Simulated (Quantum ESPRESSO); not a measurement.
C:

```
CELL_PARAMETERS angstrom
0.00000 1.76500 1.76500
1.76500 0.00000 1.76500
1.76500 1.76500 0.00000
ATOMIC_POSITIONS crystal
C 0.00000 0.00000 0.00000
C 0.25000 0.25000 0.25000
```

The cell was built by a generator and needn't be a form met in nature.

- Program: Quantum ESPRESSO 7.5
- Task: phonon dispersion
- Functional: LDA
- Potentials or basis: PseudoDojo 0.4.1 SR LDA standard
- Cutoff: 1116 eV
- Density cutoff: 4463 eV
- k mesh: 8 × 8 × 8
- Occupations: fermi-dirac, width 0.05 eV
- Spin: no spin polarisation
- Form of the LDA correlation: PW92
- Mixing beta: 0.5
- Most SCF iterations: 120
- SCF threshold: 4e-10 Ry
- q mesh: 4 × 4 × 4

The first run showed a gap, so the response started from a second, tighter run with fixed occupations.

Q: What are the zero-point energy, and the vibrational entropy and heat capacity at 298.15 K?

A: Zero-point energy 184.8 meV/atom; entropy 0.28 k_B/atom (2.3 J/(K·mol of atoms)); Cv 0.72 k_B/atom, 24 % of the classical limit. These are harmonic values without the electrons' part.

Phonon frequencies at the corners of the path (cm⁻¹, interpolated; i marks imaginary ones):
```
point                  frequencies
    Γ         0 0 0 1331 1331 1331
    X  789 789 1110 1110 1225 1225
    W  928 928 1021 1021 1197 1197
    K  760 986 1031 1085 1126 1265
    L  550 550 1088 1240 1240 1268
    U  760 986 1031 1085 1126 1265
```

Harmonic thermodynamics per atom at this volume (zero-point energy 184.8 meV, Debye temperature from the second moment 1916 K):
```
 T (K)  free energy (meV)  entropy (k_B)  heat capacity Cv (k_B)
    50              184.8           0.00                    0.00
   100              184.8           0.01                    0.03
   200              184.5           0.09                    0.28
298.15              183.0           0.28                    0.72
   500              173.2           0.87                    1.60
   800              138.5           1.80                    2.29
```

Phonon states per cell in windows of 100 cm⁻¹ (negative: imaginary):
| from (cm⁻¹) | total |
| --- | --- |
| 0 | 0.00 |
| 100 | 0.01 |
| 200 | 0.03 |
| 300 | 0.08 |
| 400 | 0.15 |
| 500 | 0.35 |
| 600 | 0.52 |
| 700 | 0.58 |
| 800 | 0.43 |
| 900 | 0.43 |
| 1000 | 0.53 |
| 1100 | 0.83 |
| 1200 | 1.72 |
| 1300 | 0.34 |

Caveat: on a mesh that holds Γ this program's dielectric tensor can be off by some percent beyond the error of the mesh.
